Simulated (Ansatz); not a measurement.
**SnSe2: response to biaxial strain in the a-b plane**

The task here is to estimate one member of a computed series from the others.

Program: Ansatz 0.2.0. Level of theory: DFT r2SCAN, scalar-relativistic, plane waves, PAW. These are calculated values, not measurements.

2 further runs of the same task are left out: 2 set aside as unsound or not needed.

### The system as given

Symmetry: P-3m1, No. 164, trigonal system. The conventional cell has a = 3.841 Å, b = 3.841 Å, c = 6.525 Å, α = 90.00°, β = 90.00°, γ = 120.00°. Sn (site symmetry -3m) is surrounded by 6 Se at 2.72 Å. Around Se (site symmetry 3m) lie 3 Sn at 2.72 Å.

As a file:

```
CELL_PARAMETERS angstrom
3.84056 0.00000 0.00000
-1.92028 3.32602 0.00000
0.00000 0.00000 6.52463
ATOMIC_POSITIONS crystal
Sn 0.00000 0.00000 0.00000
Se 0.66667 0.33333 0.75877
Se 0.33333 0.66667 0.24123
```

It goes back to an entry of the Materials Project.

It is the result of an earlier relaxation at this level (volume 27.78 Å³/atom; gap on the mesh: 1.04 eV).

The unstrained cell was computed beforehand with the same settings: E(σ→0) = -16996.1734 eV for 3 atoms, gap 0.99 eV over the zone.

The first run:

input.yaml

```yaml
crystal:
  lattice:
    - [3.7637491176, 0.0, 0.0]
    - [-1.8818745588, 3.2595023493, 0.0]
    - [0.0, 0.0, 6.60292777]
  atoms:
    - { symbol: Sn, position: [0.0, 0.0, 0.0] }
    - { symbol: Se, position: [0.6666666667, 0.3333333333, 0.7587693519] }
    - { symbol: Se, position: [0.3333333333, 0.6666666667, 0.2412306481] }
basis:
  ecutwfc: 500
kpoints:
  mp_grid: { grid: [12, 12, 4] }
hamiltonian:
  xc: r2scan
scf:
  occupations: { method: gaussian, width: 0.02 }
output:
  forces: true
  stress: true
  eigenvalues: true
relax:
  adjacent_minimum: "off"
  f_tol: 0.008
  max_steps: 40
  cell: { stress_tol: 0.015, fix: [a, b, gamma] }
```

Started as:

```bash
$ ansatz run input.yaml --threads 1 --pin off --max-ram 2560MiB --backend cpu --events-out ev --progress --plain --runs-dir out
```

Among the steps run: Strain -2.0 %; Band edges over the zone at -2.0 %; Strain +2.0 %; Band edges over the zone at +2.0 %; The cell strained by -4.0 %; The gap over the whole zone at -4.0 %; At +4.0 %; The gap over the whole zone at +4.0 %; At -6.0 %; Band edges over the zone at -6.0 %; Strain +6.0 %; Band edges over the zone at +6.0 %.

One of the session's tables, all rows but one given; the rest of the session is left out.

Lengths are those of the vectors of the cell that was run; stresses in GPa:

| strain (%) | ΔE (meV/atom) | a (Å) | b (Å) | c (Å) |
| --- | --- | --- | --- | --- |
| -6.0 | 93.0 | 3.610 | 3.610 | 6.795 |
| -4.0 | 39.0 | 3.687 | 3.687 | 6.722 |
| -2.0 | ? | ? | ? | ? |
| +0.0 | 0.0 | 3.841 | 3.841 | 6.525 |
| +2.0 | 8.2 | 3.917 | 3.917 | 6.405 |
| +4.0 | 30.9 | 3.994 | 3.994 | 6.257 |
| +6.0 | 65.4 | 4.071 | 4.071 | 6.080 |

Q: Estimate the row for strain (%) = -2.0 from the others.

Worked estimate for «ΔE (meV/atom)». A straight line through the neighbours (-4.0, 39.0) and (0.0, 0.0) gives 39.0 + (0.0 − 39.0) × (-2.0 + 4.0) / (0.0 + 4.0) = 19.5; a parabola fitted to 4 rows on both sides gives 9.1.

The run gave: ΔE (meV/atom): 9.2; a (Å): 3.764; b (Å): 3.764; c (Å): 6.634. In «ΔE (meV/atom)» the line misses by +10.3 and the parabola by -0.1.

ΔE is over the unstrained cell. Stress in GPa, positive in compression, on the Cartesian axes of the input.

Limits of these values: Layers here are held mostly by dispersion, which this level lacks, so their spacing and the stiffness across them are unreliable there.
